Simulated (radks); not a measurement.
**Ionisation of Pd²⁹⁺: one atom, several choices of relativity**

One table from this session's results is given with a row withheld; the runs are named, their logs left out.

Program: radks (a radial shooting solver on a logarithmic mesh, Libxc functionals) version 1. Level of theory: Kohn-Sham, PBEsol, spin-unpolarised, spherical densities. These are calculated values, not measurements, unless marked.

### The atom as given

```
element       : palladium (Z = 46)
charge        : +29
electrons     : 17
configuration : [Ne] 3s2 3p5
ion           : Pd³⁰⁺, [Ne] 3s2 3p4
choices       : non-relativistic; scalar-relativistic; Dirac, 2j+1 shares; Dirac, low j first; scalar-relativistic, finite nucleus; Dirac, 2j+1 shares, finite nucleus; Dirac, c × 5; Dirac, c × 1.25; Dirac, c × 1.5
```

The first run:

Settings of this run:

```text
Z 46
configuration [Ne] 3s2 3p5 4s0 3d0
relativity non-relativistic
functional pbe_sol,pbe_sol
spin unpolarised
nucleus point
```

Among the steps run: non-relativistic: Pd²⁹⁺.

One of the session's tables, all rows but one given; the rest of the session is left out.

It belongs to the step «non-relativistic: Pd²⁹⁺». Radial moments (bohr):

| level | <r> | outermost maximum (interpolated) | 90 % within | nodes |
| --- | --- | --- | --- | --- |
| 1s | 0.03312 | 0.0219 | 0.0589 | 0 |
| 2s | ? | ? | ? | ? |
| 2p | 0.1215 | 0.0952 | 0.196 | 0 |
| 3s | 0.3510 | 0.330 | 0.509 | 2 |
| 3p | 0.3367 | 0.314 | 0.498 | 1 |
| 3d | 0.2966 | 0.250 | 0.453 | 0 |
| 4s | 0.6689 | 0.670 | 0.940 | 3 |

**Question.** Estimate the row for 2s.

**Answer.** <r>: 0.1422; outermost maximum (interpolated): 0.121; 90 % within: 0.218; nodes: 1. In the column «<r>» it lies between 2p (0.1215) and 3d (0.2966).

To keep in mind: Spin polarisation and multiplet splitting of open shells are left out at every level.
